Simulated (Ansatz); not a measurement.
# Scandium, beta-Sn type under BLYP: ground state and equation of state

The plan for scandium in the beta-Sn type structure: relax it, solve it on a dense k-mesh, then scale the cell to 7 volumes from 88 to 112 % of the relaxed one and try a fit of the equation of state. Spin polarisation is left out. The k-meshes are 11×11×8 for the relaxation; 19×19×13 for the dense run; 13×13×9 for the volumes.

Computed with Ansatz 0.2.0 (DFT BLYP, plane waves (420 eV) with PAW, scalar-relativistic; PAW files made under PBE, frozen cores solved again for the functional, unless a step says otherwise).

## (1) Starting point

It takes space group I4_1/amd (No. 141, tetragonal). Conventional cell: a = 5.772 Å, b = 5.772 Å, c = 3.152 Å, α = 90.00°, β = 90.00°, γ = 90.00°. Sc (site symmetry -4m2) has 6 Sc at 2.99 to 3.15 Å as nearest neighbours.

Structure file:

```cif
data_structure
_symmetry_space_group_name_H-M 'I4_1/amd:1'
_symmetry_Int_Tables_number 141
_cell_length_a 5.7722
_cell_length_b 5.7722
_cell_length_c 3.1516
_cell_angle_alpha 90.000
_cell_angle_beta 90.000
_cell_angle_gamma 90.000
_cell_volume 105.01
loop_
_atom_site_label
_atom_site_type_symbol
_atom_site_symmetry_multiplicity
_atom_site_Wyckoff_symbol
_atom_site_fract_x
_atom_site_fract_y
_atom_site_fract_z
_atom_site_occupancy
Sc1 Sc 4 a 0.00000 0.00000 0.00000 1
```

## (2) Relaxation of the cell

Contents of input.yaml:

```yaml
crystal:
  lattice:
    - [-2.8861208363, 2.8861208363, 1.5758219766]
    - [2.8861208363, -2.8861208363, 1.5758219766]
    - [2.8861208363, 2.8861208363, -1.5758219766]
  atoms:
    - { symbol: Sc, position: [0.0, 0.0, 0.0] }
    - { symbol: Sc, position: [0.75, 0.25, 0.5] }
hamiltonian:
  xc: blyp
  pseudopotentials:
    kind: paw
    azcp:
      Sc: "pseudopotentials/Sc.paw.azcp"
basis:
  ecutwfc: 420
  fft_grid_basis: typed
kpoints:
  mp_grid: { grid: [11, 11, 8], shift: [0, 0, 0] }
magnetization:
  spin_polarized: false
scf:
  occupations: { method: fermi_dirac, width: 0.1 }
relax:
  max_steps: 60
  f_tol: 0.01
  cell: {}
output:
  write_density: true
  write_potential: true
  elf: true
  volumetric_format: npy
```

Further steps of the session: Dense single point; At 88 % of the relaxed volume; At 92 % of the relaxed volume; At 96 % of the relaxed volume; At 100 % of the relaxed volume; At 104 % of the relaxed volume; At 108 % of the relaxed volume; At 112 % of the relaxed volume.

**Question.** What will these runs give? Wanted: space group; conventional cell; volume; shortest distance; gap on the mesh; relative to hcp; V₀, B₀, B₀′.

**Answer**, as computed:

```
                      quantity                                   value
space group (spins left aside)                      I4_1/amd (No. 141)
             conventional cell  a = 5.695 Å, c = 3.119 Å (c/a = 0.548)
                        volume                          25.292 Å³/atom
             shortest distance                                 2.952 Å
               gap on the mesh            none (levels filled in part)
               relative to hcp                           +391 meV/atom
                   V₀, B₀, B₀′             25.180 Å³/atom, 42 GPa, 3.4
```

In words: The relaxation shrank the cell by 3.7 % in volume. It lies 391 meV/atom above the element's reference form at the same level (hcp, from a run of its own). Levels at the Fermi energy are filled in part, as in a metal. B₀ comes out at 42 GPa; letting shape and positions relax at each volume could only lower it. The symmetry was held, so the structure may be unstable against distortions that break it.
